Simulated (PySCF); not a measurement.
**Hf(SH)4: other spin states, a change of charge and excitations**

Aim: at the relaxed geometry of Hf(SH)4, try other spin states, a change of charge and excitations. The species was built from a template and needn't be a known compound.

Method: r2SCAN, Hf def2-SVP with ECP60, S def2-SVP, H def2-SVP; scalar-relativistic core potentials, no spin–orbit coupling; program: PySCF 2.14.0.

3 further runs of the same task are left out: 2 for a known fault of the program, 1 set aside as unsound or not needed.

### 1 Starting geometry

9 atoms, charge 0, spin multiplicity 1.

Bond lengths: Hf1–S2 2.436 Å, Hf1–S4 2.436 Å, Hf1–S6 2.436 Å, Hf1–S8 2.436 Å, S2–H3 1.359 Å, S4–H5 1.359 Å, S6–H7 1.359 Å, S8–H9 1.359 Å. Angles: S2–Hf1–S4 110.5°, S2–Hf1–S6 108.9°, S2–Hf1–S8 108.9°, S4–Hf1–S6 108.9°, S4–Hf1–S8 108.9°, S6–Hf1–S8 110.5°, Hf1–S2–H3 90.3°, Hf1–S4–H5 90.3°, Hf1–S6–H7 90.3°, Hf1–S8–H9 90.3°.

Coordinates:

```xyz
9
H4HfS4
Hf    0.00000    0.00000   -0.00001
S     1.34321    1.48494    1.38813
H     1.76517    0.42576    2.12679
S    -1.34321   -1.48494    1.38813
H    -1.76517   -0.42576    2.12679
S     1.48499   -1.34323   -1.38813
H     0.42577   -1.76527   -2.12679
S    -1.48499    1.34323   -1.38813
H    -0.42577    1.76527   -2.12679
```

Formal oxidation states: Hf +4. An earlier session relaxed this geometry at r2SCAN, Hf def2-SVP with ECP60, S def2-SVP, H def2-SVP (singlet, point group S4).

Its energy there is -1642.812863 Eh.

### 2 Multiplicity 3 at the relaxed geometry

The input, run.py (the lines that set the calculation):

```python
mol = gto.M(atom='''
Hf     0.00000     0.00000    -0.00001
S      1.34321     1.48494     1.38813
H      1.76517     0.42576     2.12679
S     -1.34321    -1.48494     1.38813
H     -1.76517    -0.42576     2.12679
S      1.48499    -1.34323    -1.38813
H      0.42577    -1.76527    -2.12679
S     -1.48499     1.34323    -1.38813
H     -0.42577     1.76527    -2.12679''',
    basis={'Hf': 'def2-SVP', 'S': 'def2-SVP', 'H': 'def2-SVP'},
    ecp={'Hf': 'def2-SVP'},
    charge=0, spin=2)
mf = dft.UKS(mol, xc='R2SCAN')
mf.grids.atom_grid = (50, 194)
mf = mf.density_fit()  # fitting sets: Hf def2-universal-JKFIT, S def2-universal-JKFIT, H def2-universal-JKFIT
mf.conv_tol = 1e-08; mf.max_cycle = 55
mf.kernel(dm0)  # dm0: free metal ions and neutral atoms
```

Command:

```bash
> OMP_NUM_THREADS=2 python run.py
```

Output:

```text
init E= -1669.61937889134
cycle= 1 E= -1640.52076556832  delta_E= 29.1  |g|= 2.08  |ddm|= 3.43
cycle= 2 E= -1638.07581140668  delta_E= 2.44  |g|= 2.57  |ddm|= 5.29
cycle= 3 E= -1642.56183396771  delta_E= -4.49  |g|= 0.356  |ddm|= 4.06
cycle= 4 E= -1642.30806151266  delta_E= 0.254  |g|= 0.661  |ddm|= 1.62
cycle= 5 E= -1642.63539951604  delta_E= -0.327  |g|= 0.167  |ddm|= 0.915
cycle= 6 E= -1642.62279925091  delta_E= 0.0126  |g|= 0.203  |ddm|= 1.02
cycle= 7 E= -1642.63978173077  delta_E= -0.017  |g|= 0.151  |ddm|= 0.11
cycle= 8 E= -1642.62742168446  delta_E= 0.0124  |g|= 0.19  |ddm|=    1
cycle= 9 E= -1642.63536665216  delta_E= -0.00794  |g|= 0.166  |ddm|= 0.0562
cycle= 10 E= -1642.64225266998  delta_E= -0.00689  |g|= 0.142  |ddm|= 0.0589
cycle= 11 E= -1642.63875711341  delta_E= 0.0035  |g|= 0.155  |ddm|= 0.994
cycle= 12 E= -1642.63886734347  delta_E= -0.00011  |g|= 0.154  |ddm|= 0.00778
cycle= 13 E= -1642.6381061612  delta_E= 0.000761  |g|= 0.157  |ddm|= 0.0079
cycle= 14 E= -1642.6373683405  delta_E= 0.000738  |g|= 0.159  |ddm|= 0.00669
cycle= 15 E= -1642.63949689921  delta_E= -0.00213  |g|= 0.152  |ddm|= 0.0212
cycle= 16 E= -1642.64963064175  delta_E= -0.0101  |g|= 0.121  |ddm|= 0.966
cycle= 17 E= -1642.64342714218  delta_E= 0.0062  |g|= 0.138  |ddm|= 0.187
cycle= 18 E= -1642.64384658434  delta_E= -0.000419  |g|= 0.137  |ddm|= 0.0187
cycle= 19 E= -1642.64220647944  delta_E= 0.00164  |g|= 0.142  |ddm|= 0.0328
cycle= 20 E= -1642.63189856637  delta_E= 0.0103  |g|= 0.176  |ddm|= 0.0881
cycle= 21 E= -1642.63975047254  delta_E= -0.00785  |g|= 0.151  |ddm|= 0.0711
...
cycle= 38 E= -1642.66977884764  delta_E= -7.36e-08  |g|= 0.000131  |ddm|= 0.000435
cycle= 39 E= -1642.66977887321  delta_E= -2.56e-08  |g|= 0.000125  |ddm|= 0.000338
cycle= 40 E= -1642.66977887697  delta_E= -3.76e-09  |g|= 0.000163  |ddm|= 0.000273
cycle= 41 E= -1642.66977888432  delta_E= -7.35e-09  |g|= 0.000168  |ddm|= 0.000242
cycle= 42 E= -1642.66977890035  delta_E= -1.6e-08  |g|= 0.000134  |ddm|= 0.000181
cycle= 43 E= -1642.66977889255  delta_E= 7.8e-09  |g|= 0.00018  |ddm|= 0.0002
cycle= 44 E= -1642.66977889715  delta_E= -4.6e-09  |g|= 0.000173  |ddm|= 0.000132
cycle= 45 E= -1642.6697789111  delta_E= -1.39e-08  |g|= 0.000134  |ddm|= 0.00014
cycle= 46 E= -1642.66977891468  delta_E= -3.58e-09  |g|= 0.000132  |ddm|= 0.00012
cycle= 47 E= -1642.66977891015  delta_E= 4.54e-09  |g|= 0.000156  |ddm|= 0.000138
cycle= 48 E= -1642.66977891204  delta_E= -1.89e-09  |g|= 0.000153  |ddm|= 0.000131
cycle= 49 E= -1642.66977891759  delta_E= -5.55e-09  |g|= 0.000136  |ddm|= 0.000111
cycle= 50 E= -1642.66977892226  delta_E= -4.67e-09  |g|= 0.000121  |ddm|= 8.69e-05
cycle= 51 E= -1642.66977892225  delta_E= 1.27e-11  |g|= 0.000126  |ddm|= 8.74e-05
cycle= 52 E= -1642.66977893634  delta_E= -1.41e-08  |g|= 4.76e-05  |ddm|= 0.000147
cycle= 53 E= -1642.66977893892  delta_E= -2.58e-09  |g|= 3.69e-05  |ddm|= 8.75e-05
Extra cycle  E= -1642.66974708697  delta_E= 3.19e-05  |g|= 0.0051  |ddm|= 0.0178
SCF not converged.
macro= 0  E= -1642.66977894286  delta_E= -3.18559e-05  |g|= 0.00510347  1 KF 4 JK
macro= 1  E= -1642.66977894306  delta_E= -2.00544e-10  |g|= 2.47705e-05  1 KF 2 JK
macro X = 2  E=-1642.66977894306  |g|= 2.47705e-05  total 3 KF 9 JK
converged SCF energy = -1642.66977894306  <S^2> = 2.0051958  2S+1 = 3.0034619
```

Wall time 2.3 min (2 threads of Arm Neoverse V1, shared host).

It gives: E = -1642.669779 Eh (+3.894 eV from the relaxed state), HOMO -3.01 eV, LUMO -6.74 eV (over both spins), ⟨S²⟩ = 2.005, Mulliken charge on Hf1 +0.48 e. An empty level of one spin lies below a filled level of the other.

### 3 One electron removed, multiplicity 2

Changes to run.py (the lines that set the calculation) since step 2:

```diff
@@ -12,3 +12,3 @@
     ecp={'Hf': 'def2-SVP'},
-    charge=0, spin=2)
+    charge=1, spin=1)
 mf = dft.UKS(mol, xc='R2SCAN')
@@ -17,2 +17,2 @@
 mf.conv_tol = 1e-08; mf.max_cycle = 55
-mf.kernel(dm0)  # dm0: free metal ions and neutral atoms
+mf.kernel(dm0)  # dm0: the density of the relaxed state
```

Command:

```bash
> OMP_NUM_THREADS=2 python run.py
```

Output:

```text
init E= -1642.81691078359
cycle= 1 E= -1642.45701289986  delta_E= 0.36  |g|= 0.13  |ddm|= 0.704
  HOMO = -0.4558920883  LUMO = -0.442559086856  gap/eV = 0.36281
cycle= 2 E= -1642.41350592421  delta_E= 0.0435  |g|= 0.243  |ddm|= 0.88
  HOMO = -0.440914754747  LUMO = -0.42498484383  gap/eV = 0.43347
cycle= 3 E= -1642.41093884455  delta_E= 0.00257  |g|= 0.243  |ddm|= 1.04
  HOMO = -0.42999868899  LUMO = -0.42891811049  gap/eV = 0.02940
cycle= 4 E= -1642.45028022758  delta_E= -0.0393  |g|= 0.127  |ddm|= 0.984
  HOMO = -0.43080294867  LUMO = -0.426603603515  gap/eV = 0.11427
cycle= 5 E= -1642.44196122731  delta_E= 0.00832  |g|= 0.152  |ddm|= 0.959
cycle= 6 E= -1642.46100834669  delta_E= -0.019  |g|= 0.088  |ddm|= 0.876
cycle= 7 E= -1642.47011872136  delta_E= -0.00911  |g|= 0.0212  |ddm|= 0.383
  HOMO = -0.428870108713  LUMO = -0.426238184955  gap/eV = 0.07162
cycle= 8 E= -1642.446567906  delta_E= 0.0236  |g|= 0.138  |ddm|= 0.629
  HOMO = -0.427923548482  LUMO = -0.426810124922  gap/eV = 0.03030
cycle= 9 E= -1642.46332340715  delta_E= -0.0168  |g|= 0.0774  |ddm|= 0.335
  HOMO = -0.428221682636  LUMO = -0.426944755826  gap/eV = 0.03475
cycle= 10 E= -1642.46434642397  delta_E= -0.00102  |g|= 0.0721  |ddm|= 0.0249
  HOMO = -0.428435664159  LUMO = -0.426792601522  gap/eV = 0.04471
cycle= 11 E= -1642.45817298055  delta_E= 0.00617  |g|= 0.101  |ddm|= 0.124
  HOMO = -0.428280440542  LUMO = -0.426900648321  gap/eV = 0.03755
cycle= 12 E= -1642.46207046763  delta_E= -0.0039  |g|= 0.0838  |ddm|= 0.0756
...
  HOMO = -0.428250507352  LUMO = -0.327060961148  gap/eV = 2.75351
cycle= 36 E= -1642.47056086696  delta_E= -1.53e-07  |g|= 0.000234  |ddm|= 0.000381
  HOMO = -0.428251823677  LUMO = -0.327061884278  gap/eV = 2.75352
cycle= 37 E= -1642.47056090438  delta_E= -3.74e-08  |g|= 0.000186  |ddm|= 0.000235
  HOMO = -0.428250897922  LUMO = -0.327060929922  gap/eV = 2.75352
cycle= 38 E= -1642.47056091685  delta_E= -1.25e-08  |g|= 0.000185  |ddm|= 0.00019
  HOMO = -0.428250615515  LUMO = -0.32706073752  gap/eV = 2.75352
cycle= 39 E= -1642.47056093252  delta_E= -1.57e-08  |g|= 0.000162  |ddm|= 0.000162
  HOMO = -0.428250960815  LUMO = -0.327061309223  gap/eV = 2.75351
cycle= 40 E= -1642.47056095171  delta_E= -1.92e-08  |g|= 0.000116  |ddm|= 0.00016
  HOMO = -0.428250976253  LUMO = -0.327061403297  gap/eV = 2.75351
cycle= 41 E= -1642.47056096568  delta_E= -1.4e-08  |g|= 7.18e-05  |ddm|= 0.000157
  HOMO = -0.428250779026  LUMO = -0.327061308796  gap/eV = 2.75351
cycle= 42 E= -1642.47056096903  delta_E= -3.35e-09  |g|= 8.12e-05  |ddm|= 0.000127
  HOMO = -0.428251882562  LUMO = -0.427060241849  gap/eV = 0.03243
Extra cycle  E= -1642.47047075483  delta_E= 9.02e-05  |g|= 0.00879  |ddm|= 0.0308
SCF not converged.
  HOMO = -0.430559109632  LUMO = -0.424687878822  gap/eV = 0.15976
macro= 0  E= -1642.4705609877  delta_E= -9.02329e-05  |g|= 7.92403e-05  2 KF 8 JK
macro= 1  E= -1642.47056098771  delta_E= -8.6402e-12  |g|= 1.73883e-05  1 KF 2 JK
macro X = 2  E=-1642.47056098771  |g|= 1.73883e-05  total 4 KF 13 JK
converged SCF energy = -1642.47056098771  <S^2> = 0.75899827  2S+1 = 2.0089781
```

Run time: 1.8 min. Hardware: 2 threads of Arm Neoverse V1, shared host.

It gives: E = -1642.470561 Eh (+9.315 eV from the relaxed state), HOMO -11.65 eV, LUMO -11.62 eV (over both spins), ⟨S²⟩ = 0.759, Mulliken charge on Hf1 +0.75 e. 

### 4 One electron added, multiplicity 2

Changes to run.py (the lines that set the calculation) since step 3:

```diff
@@ -12,3 +12,3 @@
     ecp={'Hf': 'def2-SVP'},
-    charge=1, spin=1)
+    charge=-1, spin=1)
 mf = dft.UKS(mol, xc='R2SCAN')
```

Command:

```bash
> OMP_NUM_THREADS=2 python run.py
```

Output:

```text
init E= -1642.8167133088
  HOMO = -0.107264331891  LUMO = -0.103566103252  gap/eV = 0.10063
cycle= 1 E= -1642.77941812119  delta_E= 0.0373  |g|= 0.273  |ddm|= 1.25
  HOMO = 0.142970588835  LUMO = 0.147987880348  gap/eV = 0.13653
cycle= 2 E= -1642.49114101068  delta_E= 0.288  |g|= 0.617  |ddm|= 4.24
  HOMO = 0.0680923668815  LUMO = 0.104013867659  gap/eV = 0.97747
cycle= 3 E= -1642.82716955899  delta_E= -0.336  |g|= 0.0967  |ddm|= 4.23
  HOMO = 0.0630003284602  LUMO = 0.104203325715  gap/eV = 1.12119
cycle= 4 E= -1642.83266452664  delta_E= -0.00549  |g|= 0.0348  |ddm|= 0.115
  HOMO = 0.0654702822737  LUMO = 0.110455949013  gap/eV = 1.22412
cycle= 5 E= -1642.83345108106  delta_E= -0.000787  |g|= 0.00964  |ddm|= 0.059
  HOMO = 0.0661892124022  LUMO = 0.111859565954  gap/eV = 1.24275
cycle= 6 E= -1642.83351412397  delta_E= -6.3e-05  |g|= 0.00281  |ddm|= 0.0143
  HOMO = 0.0664980216807  LUMO = 0.112309498373  gap/eV = 1.24659
cycle= 7 E= -1642.8335203841  delta_E= -6.26e-06  |g|= 0.000444  |ddm|= 0.00538
  HOMO = 0.0664727280715  LUMO = 0.112301820391  gap/eV = 1.24707
cycle= 8 E= -1642.83352053961  delta_E= -1.56e-07  |g|= 0.000137  |ddm|= 0.00112
  HOMO = 0.0664596960177  LUMO = 0.112294538742  gap/eV = 1.24723
cycle= 9 E= -1642.83352055757  delta_E= -1.8e-08  |g|= 3.85e-05  |ddm|= 0.000342
  HOMO = 0.0664553667087  LUMO = 0.112291694487  gap/eV = 1.24727
cycle= 10 E= -1642.83352055898  delta_E= -1.41e-09  |g|= 9.68e-06  |ddm|= 8.91e-05
  HOMO = 0.0664563290539  LUMO = 0.112293018727  gap/eV = 1.24728
Extra cycle  E= -1642.833520559  delta_E= -2.23e-11  |g|= 1.07e-05  |ddm|= 3.82e-05
converged SCF energy = -1642.833520559  <S^2> = 0.75533593  2S+1 = 2.0053288
```

Run time: 12 s. Hardware: 2 threads of Arm Neoverse V1, shared host.

Result: E = -1642.833521 Eh (-0.562 eV from the relaxed state), HOMO 1.81 eV, LUMO 2.65 eV (over both spins), ⟨S²⟩ = 0.755, Mulliken charge on Hf1 +0.37 e. The highest filled level lies above zero; it isn't the detachment energy.

### 5 Singlet excitations, Tamm-Dancoff B3LYP

Changes to run.py (the lines that set the calculation) since step 4:

```diff
@@ -12,4 +12,4 @@
     ecp={'Hf': 'def2-SVP'},
-    charge=-1, spin=1)
-mf = dft.UKS(mol, xc='R2SCAN')
+    charge=0, spin=0)
+mf = dft.RKS(mol, xc='B3LYP')
 mf.grids.atom_grid = (50, 194)
```

Command:

```bash
> OMP_NUM_THREADS=2 python run.py
```

Output:

```text
init E= -1642.96572514084
  HOMO = -0.278612572175439  LUMO = -0.0830733567936922  gap/eV = 5.32089
cycle= 1 E= -1642.96763850612  delta_E= -0.00191  |g|= 0.0476  |ddm|= 0.271
  HOMO = -0.275625255561253  LUMO = -0.0937673695923431  gap/eV = 4.94861
cycle= 2 E= -1642.96442679939  delta_E= 0.00321  |g|= 0.11  |ddm|= 0.194
  HOMO = -0.275931695536296  LUMO = -0.0841600611683969  gap/eV = 5.21837
cycle= 3 E= -1642.96837131274  delta_E= -0.00394  |g|= 0.00736  |ddm|= 0.138
  HOMO = -0.276876191836302  LUMO = -0.0854093291570391  gap/eV = 5.21008
cycle= 4 E= -1642.96838821126  delta_E= -1.69e-05  |g|= 0.0006  |ddm|= 0.0113
  HOMO = -0.276861001907708  LUMO = -0.0853573636697179  gap/eV = 5.21108
cycle= 5 E= -1642.96838834313  delta_E= -1.32e-07  |g|= 0.000245  |ddm|= 0.00113
  HOMO = -0.276874890658109  LUMO = -0.0853691137742428  gap/eV = 5.21114
cycle= 6 E= -1642.96838836495  delta_E= -2.18e-08  |g|= 3.85e-05  |ddm|= 0.000371
  HOMO = -0.276874667818533  LUMO = -0.0853693110076978  gap/eV = 5.21113
cycle= 7 E= -1642.96838836549  delta_E= -5.42e-10  |g|= 6e-06  |ddm|= 5.96e-05
  HOMO = -0.276874804746935  LUMO = -0.085370347528115  gap/eV = 5.21110
Extra cycle  E= -1642.96838836548  delta_E= 1.23e-11  |g|= 9.35e-06  |ddm|= 2.05e-05
converged SCF energy = -1642.96838836548
```

It took 76 s on 2 threads of Arm Neoverse V1, shared host.

Result: E = -1642.968388 Eh, HOMO -7.53 eV, LUMO -2.32 eV, Mulliken charge on Hf1 +0.59 e. 

Singlet excitations:

| state | energy (eV) | oscillator strength |
| --- | --- | --- |
| 1 | 4.20 | 0.0048 |
| 2 | 4.20 | 0.0048 |
| 3 | 4.60 | 0.0204 |
| 4 | 4.71 | 0.0000 |
| 5 | 4.73 | 0.0415 |
| 6 | 4.73 | 0.0415 |
| 7 | 4.97 | 0.0000 |
| 8 | 5.11 | 0.0022 |

### 6 The states side by side

| state | energy from the relaxed state (eV) | ⟨S²⟩ | time |
| --- | --- | --- | --- |
| charge 0, singlet, vacuum (relaxed) | 0 | 0.00 |  |
| charge -1, doublet, vacuum | -0.56 | 0.76 | 12 s |
| charge 0, triplet, vacuum | 3.89 | 2.01 | 2.3 min |
| charge +1, doublet, vacuum | 9.31 | 0.76 | 1.8 min |

An electron taken off or put on is at rest in vacuum. 

In the excitation run (B3LYP), the lowest singlet lies at 4.20 eV (gaps between orbitals at other levels can't be set against it), and the brightest of the eight at 4.73 eV (f = 0.042); spin–orbit coupling would mix in triplets. Removing an electron vertically costs 9.31 eV (doublet), against −HOMO = 7.00 eV. Adding an electron vertically releases 0.56 eV (doublet). The triplet lies 3.89 eV above at this geometry. The bases are small and lack diffuse functions. Spin–orbit coupling is left out.
